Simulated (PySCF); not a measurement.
# LiCa+: from the state search to spectroscopic constants

An exercise on one series of results from a longer session: the logs are not shown, and one member is left open.

The runs use PySCF 2.14.0; Li def2-SVPD, Ca def2-SVPD, no relativity.

The first run:

The job is set up so:

| Item | Value |
| --- | --- |
| atoms | Li, Ca |
| charge | 1 |
| basis | Li def2-SVPD, Ca def2-SVPD |
| Hamiltonian | no relativity |
| basis functions | 39 |
| electrons treated | 22 |
| masses in u | 7.0160, 39.9626 |
| levels | PBE0, PBE, r²SCAN, r²SCANh, PW91, BLYP, LC-ωPBE, HF, MP2, SCS-MP2, CCSD, CCSD(T) |
| grid | 80 radial by 434 angular points |
| occupations | held fixed by the projection of orbital angular momentum |
| dissociation limit | Li+ + Ca, each in its ground configuration |
| starting distance in angstrom | 2.975 |
| values of 2S to try | 0, 2 |

Command:

```
OMP_NUM_THREADS=1 python dia.py task.json out
```

Among the steps run: Set-up; PBE0 along the bond; Higher solutions at PBE0; PBE; r²SCAN (meta-GGA); r²SCANh; PW91 (GGA); BLYP (GGA); LC-ωPBE; RHF; MP2 and coupled cluster.

One of the session's tables, all rows but one given; the rest of the session is left out.

It belongs to the step «The curves together». Energy (eV) from each level's lowest point:

```
R (Å)    RHF  RHF-MP2  RHF-SCS-MP2  RHF-CCSD  RHF-CCSD(T)
2.829  0.302    0.276        0.281       n/a          n/a
2.961  0.163    0.147        0.151     0.147        0.149
3.093  0.073    0.064        0.067     0.065        0.066
3.191      ?        ?            ?         ?            ?
3.290  0.008    0.007        0.007     0.007        0.007
3.389  0.000    0.000        0.000     0.000        0.000
3.520  0.007    0.009        0.008     0.008        0.008
3.685  0.038    0.040        0.038     0.040        0.039
3.882  0.098    0.098        0.095     0.101        0.099
4.145  0.198    0.195        0.191       n/a          n/a
```

Q: Estimate the row for R (Å) = 3.191 from the others.

Worked estimate for «RHF». A straight line through the neighbours (3.093, 0.073) and (3.290, 0.008) gives 0.073 + (0.008 − 0.073) × (3.191 − 3.093) / (3.290 − 3.093) = 0.041; a parabola fitted to 4 rows on both sides gives 0.031.

**Answer.** RHF: 0.032; RHF-MP2: 0.027; RHF-SCS-MP2: 0.029; RHF-CCSD: 0.027; RHF-CCSD(T): 0.028. In «RHF» the line misses by +0.009 and the parabola by -0.001.
